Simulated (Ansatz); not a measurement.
# GeH3Se radical: basis-set convergence

One table from this session's results is given with a row withheld; the runs are named, their logs left out.

The runs use Ansatz 0.2.0, Gaussian basis; one geometry, several basis sets.

The runs, in order: PBE0-D4/def2-SVP; ωB97M-V/def2-SVP; PBE0-D4/def2-QZVPP; the functionals' def2-TZVPP values are taken from earlier runs.

## The relaxed structure

An earlier PBE0-D4 in a triple-zeta def2 set relaxation fixed the geometry.

SMILES `[GeH3][Se]`, 5 atoms, charge 0, spin multiplicity 2.

Atoms are counted from 1 here; the program's logs count them from 0.

Bond lengths: Ge1–Se2 2.345 Å, Ge1–H3 1.537 Å, Ge1–H4 1.536 Å, Ge1–H5 1.536 Å. Angles: Se2–Ge1–H3 104.9°, Se2–Ge1–H4 110.6°, Se2–Ge1–H5 110.6°, H3–Ge1–H4 110.2°, H3–Ge1–H5 110.2°, H4–Ge1–H5 110.2°.

The first run:

File in.yaml:

```yaml
crystal:
  periodic: [false, false, false]
  atoms:
    - {symbol: Ge, position_ang: [0.136670, -0.028464, -0.128137]}
    - {symbol: Se, position_ang: [-1.512456, -0.105231, 1.536608]}
    - {symbol: H, position_ang: [0.089608, 1.411445, -0.664320]}
    - {symbol: H, position_ang: [-0.184166, -1.023788, -1.252824]}
    - {symbol: H, position_ang: [1.520344, -0.327562, 0.467272]}
basis:
  gaussian: {orbitals: def2-SVP}
magnetization: {spin_polarized: true, initial_magnetization: 1}
hamiltonian: {xc: pbe0, dispersion: d4}
output: {orbitals: {seedname: orbitals}}
```

The run is started by

```bash
$ ansatz run in.yaml --threads 2 --pin off --events-out ev --progress --plain --max-ram 32768MiB --backend cpu
```

Among the steps run: PBE0-D4 in def2-SVP; ωB97M-V in def2-SVP; PBE0-D4 in def2-QZVPP.

One of the session's tables, all rows but one given; the rest of the session is left out.

It belongs to the step «Functionals by basis». 

```
functional       basis  HOMO (eV)  LUMO (eV)
   PBE0-D4    def2-SVP          ?          ?
   PBE0-D4  def2-TZVPP      -6.81      -4.34
   PBE0-D4  def2-QZVPP      -6.82      -4.34
   ωB97M-V    def2-SVP      -8.80      -2.12
   ωB97M-V  def2-TZVPP      -8.95      -2.28
```

Q: Estimate the row for PBE0-D4, def2-SVP from the others.

The run gave: HOMO (eV): -6.67; LUMO (eV): -4.28. In the column «HOMO (eV)» it is the highest.
